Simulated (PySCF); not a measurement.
# C5H4F6O3: the cost of one run

Computed with PySCF 2.14.0, with density-fitted response routines of our own, on a single molecule, in the gas phase or a continuum. Atoms count from 0, in the outputs and in this text.

## Step 1: The starting structure

18 atoms, charge 0, multiplicity 1; geometry from: GFN2-xTB. The atoms were then displaced at random by about 0.01 Å, so the start is not that level's minimum.

Bonds of the start (Å): O0–C1 1.19, C1–O2 1.33, C1–C3 1.55, C3–C4 1.52, C4–O5 1.44, O5–C6 1.33, C6–F7 1.33, C6–F8 1.33, C6–F9 1.34, C3–C10 1.55, C10–F11 1.34, C10–F12 1.36, C10–F13 1.34, O2–H14 0.96, C3–H15 1.07, C4–H16 1.08, C4–H17 1.11.

## Step 2: Relaxing the molecule at PBE0-D3(BJ)/def2-SVP

The job: settings as JSON, then the geometry in Å.

```
{"job": {"xc": "PBE0", "basis": "def2-SVP", "d3": "d3bj", "grid": 1, "shake": 0.01, "kind": "geom"}, "charge": 0, "multiplicity": 1}
O     -1.728030     0.974650     1.509080
C     -1.200230     1.201580     0.465740
O     -1.122720     2.381080    -0.137780
C     -0.463450     0.118990    -0.368850
C      0.245870    -0.865360     0.546090
O      1.355590    -0.223460     1.197010
C      2.526510    -0.259570     0.560090
F      3.460700     0.326580     1.297060
F      2.939320    -1.493050     0.292730
F      2.497800     0.383700    -0.615140
C     -1.567650    -0.648420    -1.146800
F     -0.995280    -1.539480    -1.975710
F     -2.327370     0.180090    -1.920090
F     -2.413800    -1.321420    -0.362270
H     -1.561810     3.067830     0.375540
H      0.168180     0.609330    -1.082650
H      0.581240    -1.730990    -0.000620
H     -0.422400    -1.150120     1.380840
```

Command:

```bash
$ OMP_NUM_THREADS=1 python probes_run.py task.json out
```

The driver reads the jobs from task.json and runs them one after another.

**Question.** How long does this first job take on 1 thread of Arm Neoverse N1, shared host, and how much memory does it need?

About 14 min, with a peak of 0.97 GiB.
